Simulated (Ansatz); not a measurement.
# SbH₃O₂: vertical ionisation energy

One table from this session's results is given with a row withheld; the runs are named, their logs left out.

Program: Ansatz 0.2.0, Gaussian basis. Level of theory: unrestricted cation, the program's frozen cores in correlated methods. These are calculated values, not measurements.

Plan: UKS PBE-D4/def2-TZVPP; UKS r2SCAN-D4/def2-TZVPP; UKS PBE0-D4/def2-TZVPP; UKS B3LYP-D4/def2-TZVPP; UKS wB97X-V/def2-TZVPP; UKS wB97M-V/def2-TZVPP; UKS B2PLYP/def2-TZVPP; UHF-CCSD(T)/def2-TZVPP; UHF-MP2/def2-QZVPP; extrapolation to the limit; then −ε(HOMO) from the neutral's earlier runs with LDA (SPW92), PBE-D4, revPBE-D4, BLYP-D4, r2SCAN-D4, B97M-V, PBE0-D4, B3LYP-D4, r2SCANh-D4, r2SCAN0-D4, HSE06-D4, BHLYP-D4, CAM-B3LYP-D4, LC-ωPBE, ωB97X-V, ωB97M-V.

## The geometry

An earlier PBE0-D4 in a triple-zeta def2 set relaxation fixed the geometry. Sb takes the def2 core potential; no spin-orbit term is included.

SMILES `[OH][SbH][OH]`, 6 atoms, charge 0, spin multiplicity 1.

Atoms are counted from 1 here; the program's logs count them from 0.

Bond lengths: O1–Sb2 1.962 Å, O1–H4 0.960 Å, Sb2–O3 1.962 Å, Sb2–H5 1.708 Å, O3–H6 0.960 Å. Angles: Sb2–O1–H4 111.6°, O1–Sb2–O3 98.8°, O1–Sb2–H5 90.7°, O3–Sb2–H5 90.7°, Sb2–O3–H6 111.6°.

Set-up of the first run:

Contents of in.yaml:

```yaml
crystal:
  periodic: [false, false, false]
  atoms:
    - {symbol: O, position_ang: [-1.453679, -0.246636, -0.450717]}
    - {symbol: Sb, position_ang: [0.427586, 0.236455, -0.727074]}
    - {symbol: O, position_ang: [1.070649, 0.007406, 1.112193]}
    - {symbol: H, position_ang: [-1.641840, -1.131565, -0.773143]}
    - {symbol: H, position_ang: [0.072903, 1.879162, -0.421177]}
    - {symbol: H, position_ang: [1.566582, -0.808821, 1.213620]}
basis:
  gaussian: {orbitals: def2-TZVPP}
total_charge: 1
magnetization: {spin_polarized: true, initial_magnetization: 1}
hamiltonian: {xc: pbe, dispersion: d4}
```

The run is started by

```
> ansatz run in.yaml --threads 2 --pin off --events-out ev --progress --plain --max-ram 4352MiB
```

Among the steps run: Cation, UKS PBE-D4/def2-TZVPP; Cation, UKS r2SCAN-D4/def2-TZVPP; Cation, UKS PBE0-D4/def2-TZVPP; Cation, UKS B3LYP-D4/def2-TZVPP; Cation, UKS wB97X-V/def2-TZVPP; Cation, UKS wB97M-V/def2-TZVPP; Cation, UKS B2PLYP (frozen core)/def2-TZVPP; Cation, UHF-CCSD(T)/def2-TZVPP; Cation, UHF-MP2/def2-QZVPP.

One table of the session follows, with a row left open; its other results are not shown here.

It belongs to the step «Ionisation energies side by side». Orbital estimates, from the neutral's runs:

```
  functional  −ε(HOMO) (eV)
 LDA (SPW92)           6.32
      PBE-D4           6.16
   revPBE-D4           6.11
     BLYP-D4           6.07
   r2SCAN-D4           6.45
      B97M-V           6.43
     PBE0-D4           7.35
    B3LYP-D4           7.18
  r2SCANh-D4           6.89
  r2SCAN0-D4           7.54
    HSE06-D4           6.95
    BHLYP-D4           8.45
CAM-B3LYP-D4           8.67
     LC-ωPBE           9.90
     ωB97X-V           9.59
     ωB97M-V              ?
```

Q: Estimate the row for ωB97M-V from the others.

**Answer.** −ε(HOMO) (eV): 9.50. In the column «−ε(HOMO) (eV)» it lies between CAM-B3LYP-D4 (8.67) and ωB97X-V (9.59).

Caveats from the session: The cation may have settled in a state other than its lowest; no search over hole states beyond the program's own was made.
